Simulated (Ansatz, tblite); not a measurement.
**The cluster In₅Sn₅−: a ladder of methods and basis sets**

Aim: run the singlet of the cluster In₅Sn₅− at one geometry on many levels, and compare frontier levels, spin and run time.

The runs use Ansatz 0.2.0, Gaussian basis; as each input shows.

Levels to be run: GFN1-xTB, PBE-D4/def2-SVP, r2SCAN-D4/def2-SVP, PBE-D4/def2-SVPD, PBE0-D4/def2-SVPD, RPA/def2-SVPD.

8 further runs of the same task are left out: 7 that didn't finish, 1 set aside as unsound or not needed. Runs told in other sessions of the task aren't counted.

### Step 1. The structure

The geometry is that of the singlet, from an earlier relaxation (PBE-D4/def2-SVP). At that level it is the lowest of the isomers that a small search found.

10 atoms, charge -1, spin multiplicity 1.

Bond lengths: In1–In4 3.089 Å, In1–Sn8 3.174 Å, In2–In3 2.980 Å, In2–In5 3.091 Å, In2–Sn7 3.102 Å, In3–In4 3.188 Å, In3–Sn7 3.135 Å, In3–Sn8 2.943 Å, In4–In5 2.934 Å, In4–Sn6 3.169 Å, In4–Sn10 3.329 Å, In5–Sn7 3.228 Å, Sn6–Sn8 3.016 Å, Sn6–Sn9 3.017 Å, Sn6–Sn10 2.987 Å, Sn7–Sn9 3.131 Å, Sn7–Sn10 2.927 Å and more. Angles: In4–In1–Sn8 65.4°, In3–In2–In5 104.6°, In3–In2–Sn7 62.0°, In5–In2–Sn7 62.8°, In2–In3–In4 69.3°, In2–In3–Sn7 60.9°, In2–In3–Sn8 135.6°, In4–In3–Sn7 65.4°, In4–In3–Sn8 66.8°, Sn7–In3–Sn8 105.2°, In1–In4–In3 106.6°, In1–In4–In5 149.4°, In1–In4–Sn6 61.4°, In1–In4–Sn10 112.1°, In3–In4–In5 103.3°, In3–In4–Sn6 95.7° and more.

In, Sn take a core potential in the def2 sets. No spin-orbit coupling is included. The ion is computed in the gas phase, without counter-ions or solvent.

PBE0-D4/def2-SVP was run before; its log isn't repeated, and its numbers join the tables.

### Step 2. GFN1-xTB

Tight binding, by tblite at 300 K electronic temperature and without a spin-polarisation term:

```python
tblite.interface.Calculator('GFN1-xTB', numbers, positions, charge=-1, uhf=0).singlepoint()
```

Energy -562.4897 eV, HOMO -4.04 eV, LUMO -3.51 eV; 0.023 s.

### Step 3. PBE-D4/def2-SVP

start.molden holds the orbitals of an earlier run on this state, given as this run's starting guess.

Contents of in.yaml:

```yaml
crystal:
  periodic: [false, false, false]
  atoms:
    - {symbol: In, position_ang: [0.836079, -4.893436, -2.844120]}
    - {symbol: In, position_ang: [1.709957, 1.299067, -2.127512]}
    - {symbol: In, position_ang: [-0.253779, -0.455165, -0.731516]}
    - {symbol: In, position_ang: [2.087787, -2.191560, -2.022263]}
    - {symbol: In, position_ang: [4.343982, -0.318024, -2.122489]}
    - {symbol: Sn, position_ang: [1.969384, -4.523134, 0.120021]}
    - {symbol: Sn, position_ang: [2.568541, -0.000914, 0.554463]}
    - {symbol: Sn, position_ang: [-0.728300, -3.354160, -0.551408]}
    - {symbol: Sn, position_ang: [0.912676, -2.307213, 1.874365]}
    - {symbol: Sn, position_ang: [4.104274, -2.491561, 0.609459]}
basis:
  gaussian: {orbitals: def2-SVP, initial_orbitals: start.molden}
total_charge: -1
hamiltonian: {xc: pbe, dispersion: d4}
scf: {omitted_lower_state_checks: [starts]}
output: {orbitals: {seedname: orbitals}}
```

Launch:

```console
ansatz run in.yaml --threads 4 --pin off --events-out ev --progress --plain --max-ram 6963MiB
```

Further steps of the session: r2SCAN-D4/def2-SVP; PBE-D4/def2-SVPD; PBE0-D4/def2-SVPD; RPA/def2-SVPD.

Q: Predict the results of all the runs planned. Wanted: gap in def2-SVP, named functionals, smallest and largest; PBE0 total energy, smallest basis above largest.

As calculated:

```
                                                quantity                                value
gap in def2-SVP, named functionals, smallest and largest  0.80 eV (PBE-D4), 1.78 eV (PBE0-D4)
         PBE0 total energy, smallest basis above largest        0.09 eV (def2-SVP, def2-SVPD)
```

**Reading.** Orbital gaps of the named functionals in def2-SVP span 0.80 eV (PBE-D4) to 1.78 eV (PBE0-D4); exact exchange widens it.
